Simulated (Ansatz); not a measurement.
**Cu3Pd: from the listed structure to its properties**

Aim: for Cu3Pd, find the equilibrium cell, compute bands, density of states and charges and compare with the cell as listed.

Method: DFT r2SCAN, scalar-relativistic, plane waves, PAW, in Ansatz 0.2.0.

### Step 1. Starting point

The structure is cubic, space group Pm-3m (No. 221). Conventional cell: a = 3.690 Å, b = 3.690 Å, c = 3.690 Å, α = 90.00°, β = 90.00°, γ = 90.00°. Cu (site symmetry 4/mmm) is surrounded by 8 Cu at 2.61 Å and 4 Pd at 2.61 Å. Pd (site symmetry m-3m) is surrounded by 12 Cu at 2.61 Å.

Coordinates:

```xyz
4
Lattice="3.6900 0.0000 0.0000 0.0000 3.6900 0.0000 0.0000 0.0000 3.6900" Properties=species:S:1:pos:R:3 pbc="T T T"
Cu    0.0000    1.8450    1.8450
Cu    1.8450    0.0000    1.8450
Cu    1.8450    1.8450    0.0000
Pd    0.0000    0.0000    0.0000
```

The structure comes from the Crystallography Open Database.

(A quick probe on a coarse mesh, which set the mesh and smearing, is not shown.)

### Step 3. The relaxation

File input.yaml:

```yaml
crystal:
  lattice:
    - [3.69, 0.0, 0.0]
    - [0.0, 3.69, 0.0]
    - [0.0, 0.0, 3.69]
  atoms:
    - { symbol: Cu, position: [0.0, 0.5, 0.5] }
    - { symbol: Cu, position: [0.5, 0.0, 0.5] }
    - { symbol: Cu, position: [0.5, 0.5, 0.0] }
    - { symbol: Pd, position: [0.0, 0.0, 0.0] }
basis:
  ecutwfc: 500
kpoints:
  mp_grid: { grid: [12, 12, 12] }
hamiltonian:
  xc: r2scan
scf:
  occupations: { method: gaussian, width: 0.1 }
output:
  forces: true
  stress: true
  eigenvalues: true
  write_density: true
  write_potential: true
  elf: true
  volumetric_format: npy
relax:
  adjacent_minimum: "off"
  f_tol: 0.005
  max_steps: 80
  cell: { stress_tol: 0.05 }
```

The run is started by

```bash
$ ansatz run input.yaml --threads 1 --pin off --max-ram 2560MiB --backend cpu --events-out ev --progress --plain --runs-dir out
```

The session goes on with these runs: electronic structure at the relaxed geometry; back to the database's cell.

**Question.** What will these runs give? Wanted: relaxed cell; volume; formation energy; gap; states at the Fermi level; Bader charges; listed cell.

The runs gave:

```
                                                               quantity                                                                      value
                                                           relaxed cell  a = 3.672 Å, b = 3.672 Å, c = 3.672 Å, α = 90.00°, β = 90.00°, γ = 90.00°
                                                   space group (0.01 Å)                                                            Pm-3m (No. 221)
                                                                 volume                                                              12.38 Å³/atom
formation energy (elements from runs with the same settings, not shown)                                                              -0.10 eV/atom
                                                                    gap                                                               none (metal)
                                              states at the Fermi level                                                       1.61 per eV per cell
                                                          Bader charges                                                       Cu +0.13, Pd -0.40 e
                                                            listed cell            1.4 meV/atom above the relaxed cell, -2.3 GPa, gap none (metal)
```

**Reading.** The relaxed volume is 1.4 % smaller than at the start. The start is a reported cell, which holds thermal expansion that this zero-temperature run lacks. Bands cross the Fermi level: a metal at this level of theory. Of the projected weight within 0.25 eV of the Fermi level, the largest part is Cu 4s (46 %) and Cu 3d (39 %). The projections leave out shells that the potentials don't hold, such as empty d states. Bader charges reach 0.4 e, so charge transfer in this metal is small. The listed cell costs 1.4 meV/atom and carries a pressure of -2.3 GPa at this level.
